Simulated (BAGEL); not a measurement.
# A workflow on C2H5FOSi (SMILES FC1CO[SiH2]1)

Wanted: a single-point energy (HF/6-31G*), then a single-point energy (NEVPT2(2,2)/6-31G*) of C2H5FOSi. 

Program for the calculation: BAGEL 1.2.2.

1 further run of the same task is left out (set aside as unsound or not needed).

## Step 1: The system as given

C2H5FOSi: 10 atoms, total charge 0, spin state singlet. SMILES: `FC1CO[SiH2]1`. The C3–H8 distance was set to 2.514 Å, away from the relaxed value. At this shape a bond of the SMILES string is far longer than usual.

Bond lengths: F1–C2 1.381 Å, C2–C3 1.541 Å, C3–O4 1.445 Å, C2–Si5 1.901 Å, O4–Si5 1.669 Å, C2–H6 1.092 Å, C3–H7 1.094 Å, Si5–H9 1.486 Å, Si5–H10 1.485 Å. Some angles: F1–C2–C3 113.3°, F1–C2–Si5 118.4°, C3–C2–Si5 82.8°, C2–C3–O4 101.7°, C3–O4–Si5 94.5°, C2–Si5–O4 80.7°, F1–C2–H6 108.1°, C3–C2–H6 113.6°, Si5–C2–H6 118.8°, C2–C3–H7 110.5°.

## Step 2: The energy at HF/6-31G(d) (density fitting with svp-jkfit, spherical functions) (run 1)

Input file input.json:

```json
{ "bagel": [

{
  "title": "molecule",
  "basis": "6-31gs.json",
  "df_basis": "svp-jkfit",
  "angstrom": false,
  "geometry": [
    { "atom": "F", "xyz": [ -3.71053205,  0.79384560, -3.79910918 ] },
    { "atom": "C", "xyz": [ -1.92606367,  1.25626158, -1.95133498 ] },
    { "atom": "C", "xyz": [  0.27886877, -0.64612571, -1.97703525 ] },
    { "atom": "O", "xyz": [  2.43164478,  1.00436109, -2.28921801 ] },
    { "atom": "Si", "xyz": [  0.69385263,  3.60934855, -2.65752563 ] },
    { "atom": "H", "xyz": [ -2.89813879,  1.36832234, -0.13549714 ] },
    { "atom": "H", "xyz": [  0.10236835, -1.93794249, -3.58103479 ] },
    { "atom": "H", "xyz": [  0.75740223, -3.14658297,  2.03334531 ] },
    { "atom": "H", "xyz": [  1.28061259,  5.62493044, -0.79198800 ] },
    { "atom": "H", "xyz": [  0.71256092,  4.69631902, -5.24550556 ] }
  ]
},
{
  "title": "hf"
},
{
  "title": "print",
  "file": "orbitals.molden",
  "orbitals": true
}

]}
```

The basis set 6-31G* is read from a file made from the Basis Set Exchange's data (not shown).

On the command line:

```
$ BAGEL_NUM_THREADS=1 BAGEL input.json > input.out
```

Standard output:

```text
* using 1 threads per process

  ===============================================================
  ===============================================================

  *** Geometry ***

  { "atom" : "F", "xyz" : [     -3.710532,      0.793846,     -3.799109 ] },
  { "atom" : "C", "xyz" : [     -1.926064,      1.256262,     -1.951335 ] },
  { "atom" : "C", "xyz" : [      0.278869,     -0.646126,     -1.977035 ] },
  { "atom" : "O", "xyz" : [      2.431645,      1.004361,     -2.289218 ] },
  { "atom" : "Si", "xyz" : [      0.693853,      3.609349,     -2.657526 ] },
  { "atom" : "H", "xyz" : [     -2.898139,      1.368322,     -0.135497 ] },
  { "atom" : "H", "xyz" : [      0.102368,     -1.937942,     -3.581035 ] },
  { "atom" : "H", "xyz" : [      0.757402,     -3.146583,      2.033345 ] },
  { "atom" : "H", "xyz" : [      1.280613,      5.624930,     -0.791988 ] },
  { "atom" : "H", "xyz" : [      0.712561,      4.696319,     -5.245506 ] },

  Number of auxiliary basis functions:      522

  Since a DF basis is specified, we compute 2- and 3-index integrals:
    o Being stored without compression. Storage requirement is 0.029 GB

  Number of basis functions:       84
  Number of electrons      :       48

    * METHOD: MOLECULE                             0.80

  *** RHF ***

  === Nuclear Repulsion ===
   235.9010060953

      * DIIS with orbital gradients will be used.

  === RHF iteration (6-31gs.json) ===
      0       -541.37857077          0.02008468           0.17
      1       -541.52034006          0.01461419           0.15
      2       -541.62241302          0.00199442           0.15
      3       -541.62576338          0.00074032           0.15
      4       -541.62616100          0.00022487           0.16
      5       -541.62622155          0.00007869           0.15
      6       -541.62622891          0.00003161           0.15
      7       -541.62623007          0.00000828           0.16
      8       -541.62623013          0.00000470           0.15
      9       -541.62623014          0.00000153           0.15
     10       -541.62623015          0.00000072           0.16
     11       -541.62623015          0.00000026           0.15
     12       -541.62623015          0.00000011           0.15
     13       -541.62623015          0.00000005           0.15
     14       -541.62623015          0.00000002           0.14
     15       -541.62623015          0.00000001           0.15
     16       -541.62623015          0.00000000           0.15
    * SCF iteration converged.

    * Permanent dipole moment:
           (    0.327940,    -1.127566,     0.459186) a.u.

    * METHOD: HF                                   3.03

    * METHOD: PRINT                                0.04

  ===============================================================
```

It took 4.2 s on 1 thread of Intel Xeon Platinum 8259CL at 2.50GHz (Skylake/Cascade Lake), shared host; peak memory 0.14 GiB.

## Step 3: The energy at NEVPT2(2,2)/6-31G(d) (density fitting with svp-jkfit, spherical functions) (run 2)

Input file nevpt2.json:

```json
{ "bagel" : [

{
  "title" : "molecule",
  "basis" : "6-31gs.json",
  "df_basis" : "svp-jkfit",
  "geometry" : [
    { "atom" : "F", "xyz" : [ -3.71053205,  0.79384560, -3.79910918 ] },
    { "atom" : "C", "xyz" : [ -1.92606367,  1.25626158, -1.95133498 ] },
    { "atom" : "C", "xyz" : [  0.27886877, -0.64612571, -1.97703525 ] },
    { "atom" : "O", "xyz" : [  2.43164478,  1.00436109, -2.28921801 ] },
    { "atom" : "Si", "xyz" : [  0.69385263,  3.60934855, -2.65752563 ] },
    { "atom" : "H", "xyz" : [ -2.89813879,  1.36832234, -0.13549714 ] },
    { "atom" : "H", "xyz" : [  0.10236835, -1.93794249, -3.58103479 ] },
    { "atom" : "H", "xyz" : [  0.75740223, -3.14658297,  2.03334531 ] },
    { "atom" : "H", "xyz" : [  1.28061259,  5.62493044, -0.79198800 ] },
    { "atom" : "H", "xyz" : [  0.71256092,  4.69631902, -5.24550556 ] }
  ]
},
{ "title" : "hf" },
{ "title" : "nevpt2", "nstate" : 1, "nact" : 2, "nclosed" : 23, "active" : [24, 25], "maxiter" : 200, "natocc" : true, "ncore" : 9 },
{ "title" : "print", "file" : "orbitals.molden", "orbitals" : true }

]}
```

The basis set 6-31G* is read from a file made from the Basis Set Exchange's data (not shown).

On the command line:

```
$ BAGEL_NUM_THREADS=1 BAGEL nevpt2.json > nevpt2.out
```

Standard output:

```text
* using 1 threads per process

  ===============================================================
  ===============================================================

  *** Geometry ***

  { "atom" : "F", "xyz" : [     -3.710532,      0.793846,     -3.799109 ] },
  { "atom" : "C", "xyz" : [     -1.926064,      1.256262,     -1.951335 ] },
  { "atom" : "C", "xyz" : [      0.278869,     -0.646126,     -1.977035 ] },
  { "atom" : "O", "xyz" : [      2.431645,      1.004361,     -2.289218 ] },
  { "atom" : "Si", "xyz" : [      0.693853,      3.609349,     -2.657526 ] },
  { "atom" : "H", "xyz" : [     -2.898139,      1.368322,     -0.135497 ] },
  { "atom" : "H", "xyz" : [      0.102368,     -1.937942,     -3.581035 ] },
  { "atom" : "H", "xyz" : [      0.757402,     -3.146583,      2.033345 ] },
  { "atom" : "H", "xyz" : [      1.280613,      5.624930,     -0.791988 ] },
  { "atom" : "H", "xyz" : [      0.712561,      4.696319,     -5.245506 ] },

  Number of auxiliary basis functions:      522

  Since a DF basis is specified, we compute 2- and 3-index integrals:
    o Being stored without compression. Storage requirement is 0.029 GB

  Number of basis functions:       84
  Number of electrons      :       48

    * METHOD: MOLECULE                             0.60

  *** RHF ***

  === Nuclear Repulsion ===
   235.9010060953

      * DIIS with orbital gradients will be used.

  === RHF iteration (6-31gs.json) ===
      0       -541.37857077          0.02008468           0.11
      1       -541.52034006          0.01461419           0.10
      2       -541.62241302          0.00199442           0.10
      3       -541.62576338          0.00074032           0.10
      4       -541.62616100          0.00022487           0.11
      5       -541.62622155          0.00007869           0.10
      6       -541.62622891          0.00003161           0.10
      7       -541.62623007          0.00000828           0.10
      8       -541.62623013          0.00000470           0.11
      9       -541.62623014          0.00000153           0.16
     10       -541.62623015          0.00000072           0.16
     11       -541.62623015          0.00000026           0.16
     12       -541.62623015          0.00000011           0.16
     13       -541.62623015          0.00000005           0.16
     14       -541.62623015          0.00000002           0.16
     15       -541.62623015          0.00000001           0.16
     16       -541.62623015          0.00000000           0.16
    * SCF iteration converged.

    * Permanent dipole moment:
           (    0.327940,    -1.127566,     0.459186) a.u.

    * METHOD: HF                                   2.58

    * freezing 9 orbitals
  ---------------------------
      CASSCF calculation
  ---------------------------

    ==== Active orbitals : =====
         Orbital 24
         Orbital 25
    ============================

    * nstate   :      1
    * nclosed  :     23
    * nact     :      2
    * nvirt    :     59
  === CASSCF iteration (6-31gs.json) ===

    * Using the second-order algorithm

      0  0      -541.69204425     6.02e-03      0.05

      1  0      -541.71788981     1.09e-03      0.98

      2  0      -541.71852778     2.87e-04      0.68

      3  0      -541.71855695     6.94e-05      0.78

      4  0      -541.71855857     1.64e-05      0.80

      5  0      -541.71855866     3.88e-06      0.86

      6  0      -541.71855866     9.16e-07      0.80

      7  0      -541.71855866     2.16e-07      0.64

      8  0      -541.71855866     5.09e-08      0.61

      9  0      -541.71855866     1.20e-08      0.60

     10  0      -541.71855866     2.84e-09      0.61

    * Second-order optimization converged. *

     guess   0:   closed 1.                   open ..

  === FCI iteration ===

      0  0      -541.61293503     9.37e-02      0.00
      1  0      -541.71371387     2.13e-02      0.00
      2  0 *    -541.71855866     1.27e-16      0.00

     * ci vector, state   0, <S^2> = 0.0000
       2.     0.8697670578
       .2    -0.4934625266

  === DF-NEVPT2 calculation ===

    * 3-index integral transformation done
    * assembly done

      NEVPT2 correlation energy:   -0.6545393517      0.40

          (+0)     -0.5974069563
          (+0)'    -0.0083578869
          (+1)     -0.0180866316
          (+1)'    -0.0000000000
          (+2)     -0.0002119992
          (-1)     -0.0301194278
          (-1)'     0.0000000000
          (-2)     -0.0003564498

      NEVPT2 total energy:       -542.3730980158

    * METHOD: NEVPT2                               8.44

    * METHOD: PRINT                                0.03

  ===============================================================
```

Run time: 12 s. Hardware: 1 thread of Intel Xeon Platinum 8259CL at 2.50GHz (Skylake/Cascade Lake), shared host; peak memory 0.14 GiB.

## Step 4: What came out

| quantity | value |
| --- | --- |
| run 1, HF/6-31G*: total energy | -541.62623 Eh |
| run 1, HF/6-31G*: dipole moment | 3.20 D |
| run 1, HF/6-31G*: HOMO energy | -8.33 eV |
| run 1, HF/6-31G*: LUMO energy | 0.29 eV |
| run 1, HF/6-31G*: HOMO–LUMO gap | 8.62 eV |
| run 2, NEVPT2(2,2)/6-31G*: total energy | -542.37310 Eh |

**Reading.** One bond (run 1, HF/6-31G*) is far stretched, which a spin-restricted single reference describes badly; a broken-symmetry solution may lie lower.
